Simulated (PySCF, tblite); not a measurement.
**Si2H6O7, a fragment of a glass network (dimer): NMR shifts, core binding energies and electronic excitations**

Wanted: the NMR shifts, core binding energies and electronic excitations for `O[Si](O)(O)O[Si](O)(O)O`. It is drawn as: Si Si, OH ends, O bridges.

Computed with tblite 0.8.0 and PySCF 2.14.0; each step states its level. No surroundings beyond the atoms listed, unless a continuum is named. Atoms count from 0, parts from 1.

### 1 The system as given

15 atoms, charge 0, multiplicity 1; geometry: distance geometry start.

### 2 Geometry optimisation with GFN2-xTB

Job settings and geometry (Å):

```
{"job": {"kind": "relax", "xc": "GFN2-xTB", "basis": "xTB"}, "charge": 0, "multiplicity": 1}
O      1.390582    -0.790640    -2.563884
Si     0.257184    -0.274373    -1.297971
O     -1.331472     0.025673    -2.014863
O      0.864227     1.170437    -0.508198
O      0.096457    -1.583610    -0.076381
Si     1.153005    -1.773589     1.310073
O      1.647495    -0.201103     1.926987
O      0.296668    -2.652508     2.562629
O      2.584332    -2.695816     0.843258
H      2.319692    -0.564914    -2.614467
H     -1.879196     0.791853    -1.781455
H      0.448304     1.637712     0.204776
H      1.905627     0.571013     1.357665
H      0.028622    -2.283012     3.436676
H      2.791988    -3.015460    -0.095583
```

Level: GFN2-xTB geometry optimisation, gas phase.

Run with:

```console
> OMP_NUM_THREADS=1 python cluster_run.py task.json out
```

The driver reads the jobs from task.json and runs them one after another.

**Question.** The jobs that follow are: PBE0-D3(BJ)/def2-SVP geometry optimisation, gas phase; GIAO PBE0/pcSseg-1 NMR shielding, non-relativistic, gas phase; delta-SCF UKS SCAN, pcX-2 on the ionised atom, pcseg-1 elsewhere, spin-free X2C; TDDFT CAM-B3LYP/def2-SVPD, vertical, gas phase, core orbitals frozen in the response. Predict: point group; rotational constants (main isotopes); 1H shifts against TMS (PBE0/pcSseg-1, means over atoms taken as alike); 17O shifts against H2O (PBE0/pcSseg-1, means over atoms taken as alike); 29Si shifts against TMS (PBE0/pcSseg-1, means over atoms taken as alike); O1s binding energies, SCAN/pcX-2; Si2p binding energies, SCAN/pcX-2; lowest singlet (CAM-B3LYP/def2-SVPD); brightest single state of those computed; lowest triplet; vertical ionisation energy (ΔSCF).

The runs gave:

| quantity | value |
| --- | --- |
| point group | C2 |
| rotational constants (main isotopes) | 2.14, 0.81, 0.77 GHz |
| 1H shifts against TMS (PBE0/pcSseg-1, means over atoms taken as alike) | 3.81, 2.05, 1.76 ppm |
| 17O shifts against H2O (PBE0/pcSseg-1, means over atoms taken as alike) | 97.7, 64.4, 52.6, 46.3 ppm |
| 29Si shifts against TMS (PBE0/pcSseg-1, means over atoms taken as alike) | -67.2 ppm |
| O1s binding energies, SCAN/pcX-2 | O8 539.19, O7 539.16, O6 538.60, O4 538.30 eV |
| Si2p binding energies, SCAN/pcX-2 | Si5 109.02 eV |
| lowest singlet (CAM-B3LYP/def2-SVPD) | 7.95 eV (156 nm), f = 0.008 |
| brightest single state of those computed | state 6, 8.82 eV, f = 0.143 |
| lowest triplet | 7.70 eV |
| vertical ionisation energy (ΔSCF) | 11.58 eV |

In words: The start of the PBE0/def2-SVP relaxation was shaken at random by about 0.01 Å, so part of the energy gained, and of the first lengths quoted, undoes that. Relaxing lowered the energy by 0.263 eV in 9 steps; the close pair that moved most is Si5–O8, from 1.618 to 1.663 Å (PBE0/def2-SVP). At SCAN/pcX-2: O8 (oxygen bonded to Si, H) binds its O1s electron 0.89 eV more tightly than O4 (oxygen bonded to 2 Si). The first singlet state (HOMO→LUMO 0.77, HOMO−1→LUMO+1 0.12) lies at 7.95 eV and is weak; of the 6 states computed, the strongest absorption comes from state 6 at 8.82 eV (the last computed, so partners may be missing). The lowest triplet lies 0.26 eV below the lowest singlet (triplets in Tamm-Dancoff, singlets in full TDDFT). ΔSCF puts the ionisation energy at 11.58 eV, 0.86 eV above −ε(HOMO). A capped cluster stands for the solid here, so long-range fields and strain are missing, and bands or shifts of the capping hydrogens have no counterpart in it.
